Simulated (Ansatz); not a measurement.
# BeAl3 in Ansatz: convergence with smearing width

Crystal: BeAl3.

```xyz
4
Lattice="-1.9422 1.9422 3.8519 1.9422 -1.9422 3.8519 1.9422 1.9422 -3.8519" Properties=species:S:1:pos:R:3 pbc="T T T"
Al    0.0000    0.0000    3.8519
Al    1.9422    0.0000    1.9259
Al    0.0000    1.9422    1.9259
Be    0.0000    0.0000    0.0000
```

The cell comes from a database or a generator and needn't be the stable form of this composition.

```yaml
Program: Ansatz 0.2.0
Task: convergence study
Functional: r2SCAN
Potentials_or_basis: Ansatz PAW
Cutoff: "500 eV (not typed: the program's choice for these potentials)"
k_mesh: 8 × 8 × 8
Occupations: gaussian, width 0.3 eV
Spin: no spin polarisation
```

These are the settings of the first run; the series varies smearing width, with any setting tied to it.

Hardware: 2 threads of Arm Neoverse V1 (shared host).

```csv
smearing width,"energy less the tightest run, at zero smearing (meV/atom)",SCF cycles,CPU time (s),peak memory (GiB)
0.3 eV,-0.35,6,7.6,0.54
0.2 eV,-0.36,6,7.7,0.54
0.15 eV,-0.31,6,7.6,0.54
0.1 eV,-0.20,6,7.7,0.54
0.05 eV,-0.07,6,7.9,0.54
0.025 eV,-0.01,6,7.7,0.53
0.01 eV,0.00,7,7.8,0.54
0.005 eV,0.00,7,7.8,0.54
```

Against the tightest run, the energy stays within 1 meV/atom from 0.3 eV on. Narrower smearing needs a denser k mesh, so at a fixed mesh the narrowest width isn't the most accurate. The tightest run that finished is the yardstick and may itself not be fully converged.
